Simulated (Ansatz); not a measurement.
# C22H12 (bghi): the cost of one run

Method: DFT custom functional, Gaussian basis def2-SVP, and further levels as typed in the inputs, in Ansatz 0.2.0.

## 1. The starting structure

Bond lengths (14 of 39 bonds, heavy atoms first): C1–C2 1.416 Å, C2–C3 1.406 Å, C3–C4 1.407 Å, C4–C5 1.367 Å, C5–C6 1.389 Å, C6–C7 1.409 Å, C7–C8 1.377 Å, C8–C9 1.377 Å, C9–C10 1.406 Å, C10–C11 1.419 Å, C11–C12 1.377 Å, C12–C13 1.394 Å, C13–C14 1.379 Å, C14–C15 1.398 Å. Angles (14 of 66 angles, heavy atoms first): C1–C2–C3 118.6°, C2–C1–C18 121.0°, C2–C3–C4 119.4°, C2–C3–C19 120.7°, C4–C3–C19 119.9°, C3–C4–C5 119.8°, C4–C5–C6 122.4°, C5–C6–C7 121.9°, C5–C6–C20 118.3°, C7–C6–C20 119.8°, C6–C7–C8 120.1°, C7–C8–C9 121.8°, C8–C9–C10 120.9°, C8–C9–C21 120.4°.

As a file:

```xyz
34

C    -2.1911    3.2763   -0.3061
C    -3.1482    2.2321   -0.2977
C    -2.6965    0.9044   -0.1942
C    -3.6347   -0.1440   -0.1725
C    -3.2059   -1.4393   -0.0814
C    -1.8594   -1.7738   -0.0083
C    -1.4281   -3.1108    0.0952
C    -0.0853   -3.3973    0.1983
C     0.8715   -2.4065    0.1930
C     2.2389   -2.7217    0.2736
C     3.2084   -1.6859    0.2543
C     2.8176   -0.3698    0.1441
C     3.7912    0.6270    0.1717
C     3.4324    1.9548    0.0696
C     2.0812    2.2986   -0.0333
C     1.0451    1.3377   -0.0240
C    -0.3691    1.6659   -0.1058
C    -0.8364    3.0025   -0.2083
C    -1.2915    0.6112   -0.0961
C    -0.9121   -0.7336   -0.0230
C     0.4901   -1.0308    0.0843
C     1.4665   -0.0196    0.0777
H    -2.5467    4.2908   -0.3807
H    -4.1697    2.4595   -0.3541
H    -4.6966    0.0977   -0.2444
H    -3.9591   -2.2365   -0.0724
H    -2.1788   -3.8950    0.1029
H     0.2131   -4.4504    0.2641
H     2.5677   -3.7372    0.3534
H     4.2418   -2.0115    0.3280
H     4.8499    0.3793    0.2207
H     4.1985    2.7412    0.0562
H     1.8648    3.3670   -0.1043
H    -0.1500    3.8523   -0.2474
```

## 2. Relaxing the atoms: C22H12 (bghi), charge +2

input.yaml

```yaml
crystal:
  periodic: [false, false, false]
  atoms:
    - { symbol: C, position_ang: [-2.19105372, 3.2762751, -0.30606503] }
    - { symbol: C, position_ang: [-3.14815493, 2.23214612, -0.29766759] }
    - { symbol: C, position_ang: [-2.69648741, 0.90441999, -0.19424818] }
    - { symbol: C, position_ang: [-3.63473218, -0.14395865, -0.17250378] }
    - { symbol: C, position_ang: [-3.20588682, -1.43925427, -0.08144966] }
    - { symbol: C, position_ang: [-1.85935677, -1.7738036, -0.00831477] }
    - { symbol: C, position_ang: [-1.42814633, -3.11083068, 0.09517953] }
    - { symbol: C, position_ang: [-0.0852565, -3.39728852, 0.19826716] }
    - { symbol: C, position_ang: [0.87150215, -2.40648993, 0.19296245] }
    - { symbol: C, position_ang: [2.23890487, -2.72169836, 0.27362969] }
    - { symbol: C, position_ang: [3.20841056, -1.68587889, 0.25433877] }
    - { symbol: C, position_ang: [2.81760583, -0.36983766, 0.14409917] }
    - { symbol: C, position_ang: [3.79121208, 0.62701124, 0.17174978] }
    - { symbol: C, position_ang: [3.43235086, 1.95479715, 0.06960675] }
    - { symbol: C, position_ang: [2.08119729, 2.29860859, -0.0333065] }
    - { symbol: C, position_ang: [1.04506406, 1.33766118, -0.02397286] }
    - { symbol: C, position_ang: [-0.36914258, 1.66593238, -0.10582817] }
    - { symbol: C, position_ang: [-0.83641202, 3.00254187, -0.20834609] }
    - { symbol: C, position_ang: [-1.29154457, 0.61116699, -0.09609167] }
    - { symbol: C, position_ang: [-0.9120889, -0.73355885, -0.02298472] }
    - { symbol: C, position_ang: [0.49011148, -1.03075262, 0.08426585] }
    - { symbol: C, position_ang: [1.46653645, -0.01958728, 0.07770617] }
    - { symbol: H, position_ang: [-2.54669054, 4.29082805, -0.38073053] }
    - { symbol: H, position_ang: [-4.16974022, 2.45948069, -0.35407662] }
    - { symbol: H, position_ang: [-4.69658507, 0.09770627, -0.24435212] }
    - { symbol: H, position_ang: [-3.95909784, -2.23647837, -0.07241913] }
    - { symbol: H, position_ang: [-2.17882764, -3.89499337, 0.10293331] }
    - { symbol: H, position_ang: [0.21312563, -4.45043923, 0.26411088] }
    - { symbol: H, position_ang: [2.56765063, -3.73716118, 0.35337896] }
    - { symbol: H, position_ang: [4.24176343, -2.01151738, 0.32796159] }
    - { symbol: H, position_ang: [4.84994921, 0.37932583, 0.22071004] }
    - { symbol: H, position_ang: [4.19849295, 2.74116292, 0.05615546] }
    - { symbol: H, position_ang: [1.86481072, 3.36703563, -0.10433206] }
    - { symbol: H, position_ang: [-0.15004851, 3.85225286, -0.24741537] }
total_charge: 2
basis:
  gaussian: { orbitals: def2-SVP }
hamiltonian:
  xc: { name: B3LYP }
relax:
  f_tol: 0.015
  max_steps: 80
output:
  orbitals: {}
```

The run is started by

```console
> ansatz run input.yaml --threads 8 --pin off --max-ram 20480MiB --backend cpu --events-out ev --progress --plain --runs-dir out
```

Q: Estimate wall time and peak memory on 8 threads of Intel Xeon Platinum 8375C at 2.90GHz (Ice Lake), shared host.

About 2.8 min, with a peak of 3.4 GiB.
